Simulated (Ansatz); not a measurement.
# CH₆ClOScSi: a ladder of functionals and wavefunction methods

The task here is to estimate one member of a computed series from the others.

The runs use Ansatz 0.2.0, Gaussian basis; functionals in def2-TZVPP, the program's frozen cores in correlated methods.

Plan: LDA (SPW92), PBE-D4, revPBE-D4, BLYP-D4, r2SCAN-D4, B97M-V, PBE0-D4, B3LYP-D4, r2SCANh-D4, r2SCAN0-D4, HSE06-D4, BHLYP-D4, CAM-B3LYP-D4, LC-ωPBE, ωB97X-V, ωB97M-V, B2PLYP, PBE-QIDH; CCSD(T)/def2-SVP; CCSD(T)/def2-TZVPP; MP2/def2-QZVPP; extrapolation to the limit; RPA on PBE.

### The relaxed structure

All runs share one geometry, relaxed beforehand with PBE0-D4 in a triple-zeta def2 set.

SMILES `[CH3][Sc]([Cl])[O][SiH3]`, 11 atoms, charge 0, spin multiplicity 1.

Atoms are counted from 1 here; the program's logs count them from 0.

Bond lengths: C1–Sc2 2.164 Å, C1–H6 1.099 Å, C1–H7 1.097 Å, C1–H8 1.097 Å, Sc2–Cl3 2.315 Å, Sc2–O4 1.869 Å, O4–Si5 1.636 Å, Si5–H9 1.487 Å, Si5–H10 1.487 Å, Si5–H11 1.487 Å. Angles: Sc2–C1–H6 110.6°, Sc2–C1–H7 111.9°, Sc2–C1–H8 112.7°, H6–C1–H7 106.9°, H6–C1–H8 106.4°, H7–C1–H8 108.0°, C1–Sc2–Cl3 119.2°, C1–Sc2–O4 114.7°, Cl3–Sc2–O4 126.1°, Sc2–O4–Si5 179.4°, O4–Si5–H9 110.0°, O4–Si5–H10 109.8°, O4–Si5–H11 110.3°, H9–Si5–H10 108.9°, H9–Si5–H11 108.8°, H10–Si5–H11 108.9°.

The first run:

in.yaml

```yaml
crystal:
  periodic: [false, false, false]
  atoms:
    - {symbol: C, position_ang: [-0.664447, 1.289504, 1.897231]}
    - {symbol: Sc, position_ang: [0.421971, 1.188473, 0.028978]}
    - {symbol: Cl, position_ang: [1.662376, 3.019780, -0.654772]}
    - {symbol: O, position_ang: [0.309981, -0.457109, -0.850427]}
    - {symbol: Si, position_ang: [0.229564, -1.899140, -1.618230]}
    - {symbol: H, position_ang: [-0.105813, 0.785243, 2.697979]}
    - {symbol: H, position_ang: [-0.822900, 2.324843, 2.222240]}
    - {symbol: H, position_ang: [-1.643413, 0.798076, 1.844960]}
    - {symbol: H, position_ang: [-1.163064, -2.420144, -1.578870]}
    - {symbol: H, position_ang: [1.129509, -2.877543, -0.950876]}
    - {symbol: H, position_ang: [0.646226, -1.751963, -3.038224]}
basis:
  gaussian: {orbitals: def2-TZVPP}
hamiltonian: {xc: lda}
output: {orbitals: {seedname: orbitals}}
```

On the command line:

```
> ansatz run in.yaml --threads 2 --pin off --events-out ev --progress --plain --max-ram 22528MiB --backend cuda --devices 0, --max-vram 18GiB
```

Steps of the session up to this table: LDA; PBE-D4 (GGA); revPBE-D4 (GGA); BLYP-D4 (GGA); r2SCAN-D4 (meta-GGA); B97M-V (meta-GGA); B3LYP-D4 (hybrid); r2SCANh-D4 (hybrid); r2SCAN0-D4 (hybrid); HSE06-D4 (hybrid); BHLYP-D4 (hybrid); CAM-B3LYP-D4 (range-separated); LC-ωPBE (range-separated); ωB97X-V (range-separated); ωB97M-V (range-separated); B2PLYP (double hybrid); PBE-QIDH (double hybrid).

One table of the session follows, with a row left open; its other results are not shown here.

It belongs to the step «Frontier levels by functional». 

| functional | HOMO (eV) | LUMO (eV) | gap (eV) |
| --- | --- | --- | --- |
| LDA (SPW92) | -6.25 | -3.54 | 2.71 |
| PBE-D4 | -6.10 | -3.32 | 2.78 |
| revPBE-D4 | -6.04 | -3.17 | 2.87 |
| BLYP-D4 | -5.96 | -3.34 | 2.62 |
| r2SCAN-D4 | -6.37 | -3.01 | 3.36 |
| B97M-V | ? | ? | ? |
| PBE0-D4 | -7.44 | -2.35 | 5.09 |
| B3LYP-D4 | -7.19 | -2.74 | 4.45 |
| r2SCANh-D4 | -6.87 | -2.66 | 4.21 |
| r2SCAN0-D4 | -7.62 | -2.15 | 5.47 |
| HSE06-D4 | -7.04 | -2.73 | 4.31 |
| BHLYP-D4 | -8.65 | -1.60 | 7.05 |
| CAM-B3LYP-D4 | -8.85 | -1.52 | 7.33 |
| LC-ωPBE | -10.28 | -0.18 | 10.10 |
| ωB97X-V | -9.89 | -0.39 | 9.50 |
| ωB97M-V | -9.76 | -0.73 | 9.03 |

Estimate the missing values for B97M-V.

The run gave: HOMO (eV): -6.46; LUMO (eV): -3.22; gap (eV): 3.24. In the column «HOMO (eV)» it lies between r2SCANh-D4 (-6.87) and r2SCAN-D4 (-6.37).
